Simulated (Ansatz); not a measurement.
# BH2O2F (SMILES OB(O)F): functionals against CCSD(T) at one geometry

How do the functionals fare away from a minimum? The structure is a structure displaced at random from a GFN2-xTB minimum.

The runs use Ansatz 0.2.0, Gaussian basis; single points in def2-TZVPP.

Cores are frozen in the correlated methods.

### 1 Where the work starts

SMILES `OB(O)F`, 6 atoms, charge 0, spin multiplicity 1.

Atoms are counted from 1 here; the program's logs count them from 0.

Bond lengths: O1–B2 1.471 Å, O1–H5 0.895 Å, B2–O3 1.341 Å, B2–F4 1.312 Å, O3–H6 0.986 Å. Angles: B2–O1–H5 112.6°, O1–B2–O3 115.7°, O1–B2–F4 117.9°, O3–B2–F4 126.4°, B2–O3–H6 110.9°.

Geometry (Å):

```xyz
6
BFH2O2
O    -0.66080    1.14250   -0.45610
B    -0.02730   -0.09480    0.02530
O     1.02010    0.06910    0.84580
F    -0.54140   -1.23830   -0.36090
H    -1.28020    0.98970   -1.08360
H     1.43030   -0.79880    1.07130
```

### 2 CCSD(T)/def2-TZVPP

run/in.yaml

```yaml
crystal:
  periodic: [false, false, false]
  atoms:
    - {symbol: O, position_ang: [-0.660800, 1.142500, -0.456100]}
    - {symbol: B, position_ang: [-0.027300, -0.094800, 0.025300]}
    - {symbol: O, position_ang: [1.020100, 0.069100, 0.845800]}
    - {symbol: F, position_ang: [-0.541400, -1.238300, -0.360900]}
    - {symbol: H, position_ang: [-1.280200, 0.989700, -1.083600]}
    - {symbol: H, position_ang: [1.430300, -0.798800, 1.071300]}
basis:
  gaussian: {orbitals: def2-TZVPP}
correlation: {method: ccsd_t}
output: {forces: true}
```

No record of the launch command was kept for these runs.

### 3 PBE0-D4/def2-TZVPP

Edit run/in.yaml of step 2 so:

```diff
@@ -11,3 +11,3 @@
   gaussian: {orbitals: def2-TZVPP}
-correlation: {method: ccsd_t}
-output: {forces: true}
+hamiltonian: {xc: pbe0, dispersion: d4}
+output: {forces: true, orbitals: {seedname: orbitals}}
```

### 4 wB97M-V/def2-TZVPP

Edit run/in.yaml of step 3 so:

```diff
@@ -11,3 +11,3 @@
   gaussian: {orbitals: def2-TZVPP}
-hamiltonian: {xc: pbe0, dispersion: d4}
-output: {forces: true, orbitals: {seedname: orbitals}}
+hamiltonian: {xc: {name: wB97M-V}}
+output: {forces: true}
```

### 5 r2SCAN-D4/def2-TZVPP

Edit run/in.yaml of step 4 so:

```diff
@@ -11,3 +11,3 @@
   gaussian: {orbitals: def2-TZVPP}
-hamiltonian: {xc: {name: wB97M-V}}
+hamiltonian: {xc: r2scan, dispersion: d4}
 output: {forces: true}
```

### 6 PBE-D4/def2-TZVPP

Edit run/in.yaml of step 5 so:

```diff
@@ -11,3 +11,3 @@
   gaussian: {orbitals: def2-TZVPP}
-hamiltonian: {xc: r2scan, dispersion: d4}
+hamiltonian: {xc: pbe, dispersion: d4}
 output: {forces: true}
```

### 7 r2SCAN0-D4/def2-TZVPP

Edit run/in.yaml of step 6 so:

```diff
@@ -11,3 +11,3 @@
   gaussian: {orbitals: def2-TZVPP}
-hamiltonian: {xc: pbe, dispersion: d4}
+hamiltonian: {xc: {name: r2SCAN0}, dispersion: d4}
 output: {forces: true}
```

### 8 SPW92/def2-TZVPP

Edit run/in.yaml of step 7 so:

```diff
@@ -11,3 +11,3 @@
   gaussian: {orbitals: def2-TZVPP}
-hamiltonian: {xc: {name: r2SCAN0}, dispersion: d4}
+hamiltonian: {xc: lda}
 output: {forces: true}
```

(Steps that only read results are left out.)

What does the calculation give? Wanted: energy less free atoms, CCSD(T)/def2-TZVPP; RMS force component; RMS force error; HOMO and LUMO, PBE0-D4; T1 diagnostic.

As calculated:

```
                                  quantity                                                                                            value
energy less free atoms, CCSD(T)/def2-TZVPP                                                                                   -2591.4 kJ/mol
                       RMS force component                                                             2.128 to 2.295 eV/Å over the methods
                           RMS force error  PBE0-D4 0.124, wB97M-V 0.091, r2SCAN-D4 0.075, PBE-D4 0.262, r2SCAN0-D4 0.257, SPW92 0.356 eV/Å
                    HOMO and LUMO, PBE0-D4                                                                                -9.31 and 0.33 eV
                             T1 diagnostic                                                                                            0.012
```

**Reading.** Against CCSD(T) the functionals' energies less atoms differ by -510.6 to -10.4 kJ/mol, PBE-D4 by -135.8 kJ/mol. The reference is not at the basis limit: in triple zeta CCSD(T) underbinds, which counts against methods that bind more; the gaps are no ranking. On forces the order runs from r2SCAN-D4 to SPW92.
